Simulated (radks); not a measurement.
# The first electron to leave Al⁵⁺

Aim: remove one electron from each of the outer sub-shells of Al⁵⁺ ([He] 2s2 2p4) in turn, let the ion relax, and find the cheapest removal. The parent's configuration is the lowest that an earlier search found at this level.

Method: non-relativistic Kohn-Sham, PBE, spin-polarised, spherical densities, point nucleus; open shells are filled with parallel spins first. Code: radks (a radial shooting solver on a logarithmic mesh, Libxc functionals) version 1.

1 further run of the same task is left out (set aside as unsound or not needed).

## (1) The system

- element: aluminium (Z = 13)
- charge: +5
- electrons: 8
- configuration: [He] 2s2 2p4

Outer shells as boxes (Hund's rule):

Al⁵⁺
```
[He] core
2s [↑↓]
2p [↑↓][↑ ][↑ ]
```

## (2) The parent, Al⁵⁺

The parent was computed earlier with the same settings: E = -230.173418 hartree. Its outer levels (eV):

```tsv
level	occupation	energy (eV)
1s up	1	-1636.9
1s down	1	-1633.6
2s up	1	-214.74
2s down	1	-208.00
2p up	3	-179.34
2p down	1	-171.88
```

## (3) Remove 2p: [He] 2s2 2p3

Input:

```text
Z 13
configuration [He] 2s2 2p3
relativity non-relativistic
functional pbe,pbe
spin polarised
nucleus point
```

## (4) Remove 2s: [He] 2s1 2p4

Input:

```text
Z 13
configuration [He] 2s1 2p4
relativity non-relativistic
functional pbe,pbe
spin polarised
nucleus point
```

## (5) Remove 1s: 1s1 2s2 2p4

Input:

```text
Z 13
configuration 1s1 2s2 2p4
relativity non-relativistic
functional pbe,pbe
spin polarised
nucleus point
```

What does the calculation give? Wanted: for each run, case; final configuration; Δ-SCF; −ε of the level emptied.

As calculated:

```tsv
case	final configuration	Δ-SCF (eV)	−ε of the level emptied (eV)
remove 2p	[He] 2s2 2p3	189.97	171.88
remove 2s	[He] 2s1 2p4	224.38	208.00
remove 1s	1s1 2s2 2p4	1698.4	1633.6
```

Removal from 2p costs least (189.97 eV), ahead of 2s (224.38 eV). 2p is also the highest occupied level of the parent. NIST lists 190.49 eV (semi-empirical), between the same two configurations. Open shells are spherical and high-spin; term and fine-structure splittings are not resolved.
